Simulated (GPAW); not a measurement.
# YCuF5 (Immm) in GPAW: further runs

The runs below take YCuF5 through band structure, with PBEsol, LDA.

Program: GPAW 26.7.0. These are calculated values, not measurements. Logs are shortened: lines on timing, memory, paths and dates and some standing lists are left out, and cuts for length are marked. The log counts tension as positive stress, the text compression.

### Step 1. The crystal as given

The structure is orthorhombic, space group Immm (No. 71). The conventional cell has a = 4.232 Å, b = 6.951 Å, c = 8.067 Å, α = 90.00°, β = 90.00°, γ = 90.00°. Around Y (site symmetry mmm) lie 6 F at 2.12 to 2.21 Å. Cu (site symmetry mmm) has 2 F at 1.82 Å as nearest neighbours. Around F (site symmetry mmm) lie 2 Y at 2.12 Å. Around F (site symmetry mm2) lie 1 Cu at 1.82 Å. Around F (site symmetry m2m) lie 1 Y at 2.18 Å and 2 Cu at 2.48 Å.

The cell comes from a database or a generator and needn't be the stable form of this composition.

### Step 2. Band structure, PBEsol

Input file run.py:

```python
from ase import Atoms
from ase.dft.bandgap import bandgap
from ase.io import write
from ase.units import GPa
from gpaw import GPAW, PW, setup_paths

setup_paths.insert(0, '.')

atoms = Atoms(['Y', 'Cu', 'F', 'F', 'F', 'F', 'F'],
              cell=[[-2.116147, 3.475502, 4.033275],
                    [2.116147, -3.475502, 4.033275],
                    [2.116147, 3.475502, -4.033275]],
              scaled_positions=[[0.5, 0.5, 0.0],
                                [0.0, 0.0, 0.0],
                                [0.5, 0.0, 0.5],
                                [0.774345, 0.774345, 0.0],
                                [0.225655, 0.225655, 0.0],
                                [0.18689, 0.5, 0.68689],
                                [0.81311, 0.5, 0.31311]],
              pbc=True)

calc = GPAW(mode=PW(800),
            xc='PBEsol',
            kpts={'size': (5, 5, 5), 'gamma': True},
            occupations={'name': 'fermi-dirac', 'width': 0.05},
            nbands=50,
            convergence={'density': 1e-05, 'energy': 1e-05},
            maxiter=150,
            txt='gpaw.txt')
atoms.calc = calc
energy = atoms.get_potential_energy()
forces = atoms.get_forces()
stress = atoms.get_stress()
calc.write('gs.gpw')
write('result.traj', atoms)
print(f'Energy: {energy:.6f} eV')
print('Forces (eV/A):')
print(forces.round(4))
print('Stress (GPa):', (stress / GPa).round(3))
print('Fermi level:', round(calc.get_fermi_level(), 4), 'eV')
print(f'Gap: {bandgap(calc)[0]:.4f} eV, direct: {bandgap(calc, direct=True)[0]:.4f} eV')

path = atoms.cell.bandpath('GXLTWRX1ZGYSW,L1Y,Y1Z', npoints=100, eps=1e-4)
bs_calc = calc.fixed_density(kpts=path, symmetry='off', nbands=75,
                             convergence={'bands': 'CBM+6.0', 'eigenstates': 1e-6}, txt='bands.txt')
bs = bs_calc.band_structure()
bs.write('bs.json')
print(f'Gap on the path: {bandgap(bs_calc)[0]:.4f} eV')
```

Potentials or basis: PAW data sets generated in the run's folder for this functional, pw.

The run is started by

```console
$ gpaw-setup -f PBEsol Cu F Y
$ OMP_NUM_THREADS=1 python run.py
```

gpaw.txt:

```text
__  _  _
 | _ |_)|_||  |
 |__||  | ||/\| - 26.7.0

Input parameters:
  mode=PW(ecut=800.0),
  convergence={'density': 1e-05, 'energy': 1e-05},
  kpts=MonkhorstPack(size=(5, 5, 5), gamma=True),
  maxiter=150,
  nbands=50,
  occupations=Occupations(name='fermi-dirac', width=0.05),
  xc=XC(name='PBEsol')

Diagonalizing LCAO Hamiltonian
Converting LCAO to pw mode

       F

         F
       Y

       F  F
             F
       Cu

Atoms  # Å, Bohr magnetons
|   | symbol |         x |         y |         z |    initial magnetic moments |
|---|--------|-----------|-----------|-----------|-----------------------------|
| 0 |      Y |  0.000000 |  0.000000 |  4.033275 | ( 0.0000,  0.0000,  0.0000) |
| 1 |     Cu |  0.000000 |  0.000000 |  0.000000 | ( 0.0000,  0.0000,  0.0000) |
| 2 |      F |  0.000000 |  3.475502 |  0.000000 | ( 0.0000,  0.0000,  0.0000) |
| 3 |      F |  0.000000 | -0.000000 |  6.246293 | ( 0.0000,  0.0000,  0.0000) |
| 4 |      F | -0.000000 | -0.000000 |  1.820257 | ( 0.0000,  0.0000,  0.0000) |
| 5 |      F |  2.116147 |  1.299073 | -0.000000 | ( 0.0000,  0.0000,  0.0000) |
| 6 |      F | -0.000000 |  2.176429 |  4.033275 | ( 0.0000,  0.0000,  0.0000) |

Unit cell  # Å
| periodic |         x |         y |         z |  lengths |     angles |
|----------|-----------|-----------|-----------|----------|------------|
|      yes | -2.116147 |  3.475502 |  4.033275 | 5.729267 | 136.648019 |
|      yes |  2.116147 | -3.475502 |  4.033275 | 5.729267 | 105.308633 |
|      yes |  2.116147 |  3.475502 | -4.033275 | 5.729267 |  90.506006 |

Number of symmetries: 8
Symmetry operations  # r_c * U_cc + t_c -> r_c
|   | kind |            matrix            |
|---|------|------------------------------|
| 0 |  σ   |  1, 1, 1,  0, 0,-1,  0,-1, 0 |
| 1 |  E   |  1, 0, 0,  0, 1, 0,  0, 0, 1 |
| 2 |  C2  |  0, 1, 0,  1, 0, 0, -1,-1,-1 |
| 3 |  C2  |  0, 0, 1, -1,-1,-1,  1, 0, 0 |
| 4 |  σ   |  0, 0,-1,  1, 1, 1, -1, 0, 0 |
| 5 |  σ   |  0,-1, 0, -1, 0, 0,  1, 1, 1 |
| 6 |  i   | -1, 0, 0,  0,-1, 0,  0, 0,-1 |
| 7 |  C2  | -1,-1,-1,  0, 0, 1,  0, 1, 0 |

BZ-sampling:
  Number of BZ points: 125
  Number of IBZ points: 27

  Monkhorst-Pack size: [5, 5, 5]
  Monkhorst-Pack shift: [0, 0, 0]

K-points  # in reciprocal-cell coordinates
|     |                                coordinates |     weight |
|-----|--------------------------------------------|------------|
|   0 | (  0.00000000,   0.00000000,   0.00000000) | 0.00800000 |
|   1 | (  0.20000000,  -0.20000000,  -0.20000000) | 0.01600000 |
|   2 | (  0.20000000,  -0.20000000,   0.00000000) | 0.03200000 |
|   3 | (  0.20000000,  -0.20000000,   0.20000000) | 0.01600000 |
|   4 | (  0.20000000,   0.00000000,  -0.20000000) | 0.03200000 |
|   5 | (  0.20000000,   0.00000000,   0.00000000) | 0.03200000 |
|   6 | (  0.20000000,   0.20000000,  -0.20000000) | 0.01600000 |
|   7 | (  0.40000000,  -0.40000000,  -0.40000000) | 0.01600000 |
|   8 | (  0.40000000,  -0.40000000,  -0.20000000) | 0.03200000 |
|   9 | (  0.40000000,  -0.40000000,   0.00000000) | 0.03200000 |
| ... |                                            |            |
|  26 | (  0.40000000,   0.40000000,   0.40000000) | 0.06400000 |

Plane wave coefficients: 6122
Cutoff: 800.0 eV

Spin-components: 1 (collinear spins)
Bands:           50
Projectors:      37
Spin-degeneracy: 2
Datatype:        complex128

Parallelization:
  kpt:    1
  domain: 1
  band:   1

Density:
  Valence electrons: 57.0
  Components: 1
  Grid points: [40 40 40]
  Charge: 0.0  # |e|

Potential:
  Grid points: [40 40 40]

species:
  Y:
    name:    Yttrium
    Z:       39.0
    valence: 11
    core:    28
    charge:  0.0  # [|e|]
    compensation charges:
      type: gauss
      rc: 0.40  # [Å]
      lmax: 2
    cutoffs:
      filter: 2.39  # [Å]
      core: 1.70  # [Å]
    projectors
    | kind |    occ | energy [eV] | rcut [Å] |
    |------|--------|-------------|----------|
    |   4s |  2.000 |     -47.929 |    1.328 |
    |   5s |  2.000 |      -4.119 |    1.328 |
    |   4p |  6.000 |     -27.892 |    1.318 |
    |   5p |  0.000 |      -1.425 |    1.318 |
    |   4d |  1.000 |      -2.527 |    1.286 |
    |    d |        |      24.684 |    1.286 |

    Using partial waves for Y as LCAO basis

  Cu:
    name:    Copper
    Z:       29.0
    valence: 11
    core:    18
    charge:  0.0  # [|e|]
    compensation charges:
      type: gauss
      rc: 0.33  # [Å]
      lmax: 2
    cutoffs:
      filter: 2.06  # [Å]
      core: 2.43  # [Å]
    projectors
    | kind |    occ | energy [eV] | rcut [Å] |
    |------|--------|-------------|----------|
    |   4s |  1.000 |      -4.607 |    1.164 |
    |   4p |  0.000 |      -0.637 |    1.164 |
    |   3d | 10.000 |      -5.060 |    1.058 |
    |    s |        |      22.604 |    1.164 |
    |    p |        |      26.574 |    1.164 |
    |    d |        |      22.151 |    1.058 |

    Using partial waves for Cu as LCAO basis

  F:
    name:    Fluorine
    Z:       9.0
    valence: 7
    core:    2
    charge:  0.0  # [|e|]
    compensation charges:
      type: gauss
      rc: 0.20  # [Å]
      lmax: 2
    cutoffs:
      filter: 1.14  # [Å]
      core: 0.74  # [Å]
    projectors
    | kind |    occ | energy [eV] | rcut [Å] |
    |------|--------|-------------|----------|
    |   2s |  2.000 |     -29.719 |    0.635 |
    |   2p |  5.000 |     -11.050 |    0.635 |
    |    s |        |      -2.507 |    0.635 |
    |    p |        |      16.162 |    0.635 |
    |    d |        |       0.000 |    0.635 |

    Using partial waves for F as LCAO basis

Reference energy: -150551.984937  # eV

eigensolver:
  PPCG
  Converge bands: occupied
  niter=2

density mixing:
  MSR1-Mixer
  Pratt-step length: 0.05
  Maximum mixing coefficient: 0.75
  Old densities: 10
  SVD Regularization: 0.005
  Good broyden scale: 1.0
  Trust region scale: 1.0
  Backstep threshold: 4.0
  History deletion threshold: 6.0
  Fourier metric: weight=20.0, sigma=0.015

occupation numbers:
  Fermi-Dirac:
    width: 0.0500  # eV

poisson solver:
  ecut: 6400.0  # eV

xc functional:
  name: PBEsol with 2 nearest neighbor stencil

convergence criteria:
- Maximum integral of absolute [dens]ity change: 1e-05 electrons / valence electron
- Maximum [total energy] change in last 3 cyles: 1e-05 eV / valence electron
- Maximum integral of absolute [eigenst]ate change: 4e-08 eV^2 / valence electron
maximum number of iterations: 150

SCF iterations
|iter     | |      energy | eigst |  dens |
|---------|-|-------------|-------|-------|
|iter:   1| |  -44.479404 | +0.01 |       |
|iter:   2| |  -42.454536 | -1.48 | -1.01 |
|iter:   3| |  -38.493733 | -0.55 | -1.07 |
|iter:   4| |  -38.360770 | -2.13 | -1.48 |
|iter:   5| |  -38.357512 | -2.50 | -1.68 |
|iter:   6| |  -38.345536 | -3.12 | -2.16 |
|iter:   7| |  -38.345952 | -4.46 | -2.74 |
|iter:   8| |  -38.346079c| -5.01 | -3.05 |
|iter:   9| |  -38.346098c| -6.22 | -3.53 |
|iter:  10| |  -38.346056c| -6.93 | -3.91 |
|iter:  11| |  -38.346061c| -7.91c| -4.40 |
|iter:  12| |  -38.346062c| -7.74c| -4.86 |
|iter:  13| |  -38.346062c| -8.34c| -5.44c|

Converged in 13 steps
Energy contributions relative to reference atoms: (reference = -150551.984937)

Energy contributions:
  Kinetic:          22.362194
  Coulomb:         -29.196387
  Zero:              0.107696
  External:          0.000000
  Xc:              -31.599841
  Entropy:          -0.039448
  Spinorbit:         0.000000
  ----------------------------
  Free energy:     -38.365786
  Extrapolated:    -38.346062

dipole moment: (-31.417323, -30.864827, 18.425997)  # |e|*Ang

Fermi level: -0.422
Eigenvalues  # (at kpt = [0.000, 0.000, 0.000])
| band index |      eig [eV] | occ [0-2] |
|------------|---------------|-----------|
|          0 |       -40.075 |     2.000 |
|        ... |               |           |
|         21 |        -1.986 |     2.000 |
|         22 |        -1.792 |     2.000 |
|         23 |        -1.488 |     2.000 |
|         24 |        -1.161 |     2.000 |
|         25 |        -1.045 |     2.000 |
|         26 |        -0.977 |     2.000 |
[... 8 lines left out ...]
|         35 |         9.564 |     0.000 |
|         36 |         9.739 |     0.000 |
|        ... |               |           |
|         49 |        18.059 |     0.000 |

No gap
No difference between direct/indirect transitions

Forces  # eV/Ang
|        x |        y |        z |
|----------|----------|----------|
|  0.00000 |  0.00000 |  0.00000 |  # Y    0
|  0.00000 |  0.00000 |  0.00000 |  # Cu   1
|  0.00000 |  0.00000 | -0.00000 |  # F    2
| -0.00000 | -0.00000 | -0.18205 |  # F    3
|  0.00000 |  0.00000 |  0.18205 |  # F    4
| -0.00000 |  0.12761 |  0.00000 |  # F    5
|  0.00000 | -0.12761 | -0.00000 |  # F    6

Stress tensor  # eV/Ang^3
|         x |         y |         z |
|-----------|-----------|-----------|
|  0.031590 | -0.000000 | -0.000000 |
| -0.000000 |  0.027403 |  0.000000 |
| -0.000000 |  0.000000 |  0.027291 |

# Writing to gs.gpw (mode='')
```

It took 10 min on 1 thread of Intel Xeon Platinum 8488C (Sapphire Rapids), shared host; peak memory 1.4 GiB.

Results:

| Item | Value |
| --- | --- |
| Free energy | -38.3658 eV |
| Pressure | -4.6 GPa |
| Largest force | 0.182 eV/Å |
| Band gap along the path | none (metal or under the smearing width) |

Forces on the atoms (eV/Å):
```
Y    0.000  0.000  0.000
Cu   0.000  0.000  0.000
F    0.000  0.000  0.000
F    0.000  0.000 -0.182
F    0.000  0.000  0.182
F    0.000  0.128  0.000
F    0.000 -0.128  0.000
```

Levels at the corners of the path, in eV from the Fermi level:
| point | band 27 | band 28 | band 29 | band 30 |
| --- | --- | --- | --- | --- |
| Γ | -0.55 | -0.35 | -0.17 | 4.57 |
| X | -0.49 | -0.41 | 0.03 | 6.53 |
| L | -0.49 | -0.43 | 0.03 | 6.54 |
| T | -0.58 | -0.50 | 0.07 | 6.70 |
| W | -0.58 | -0.52 | 0.25 | 7.10 |
| R | -0.54 | -0.45 | 0.27 | 7.05 |
| X1 | -0.49 | -0.41 | 0.03 | 6.53 |
| Z | -0.46 | -0.33 | -0.17 | 5.66 |
| Γ | -0.55 | -0.35 | -0.17 | 4.57 |
| Y | -0.46 | -0.30 | -0.16 | 5.68 |
| S | -0.52 | -0.11 | -0.05 | 5.96 |
| W | -0.58 | -0.52 | 0.25 | 7.10 |
| L1 | -0.49 | -0.43 | 0.03 | 6.54 |
| Y | -0.46 | -0.30 | -0.16 | 5.68 |
| Y1 | -0.46 | -0.30 | -0.16 | 5.68 |
| Z | -0.46 | -0.33 | -0.17 | 5.66 |

Caveat: with this Cu data set, volumes or pressures lay over 1.5 % or 2 GPa off other programs in two to four cells of ten; an odd number of electrons without spin polarisation forces a metal; a magnetic or distorted state may lie lower; the run has no spin polarisation, though such a crystal can be magnetic; semilocal functionals often make such compounds metallic where correlation or magnetic order opens a gap, which also shifts bond lengths.

(Continued in part 2 of 2.)
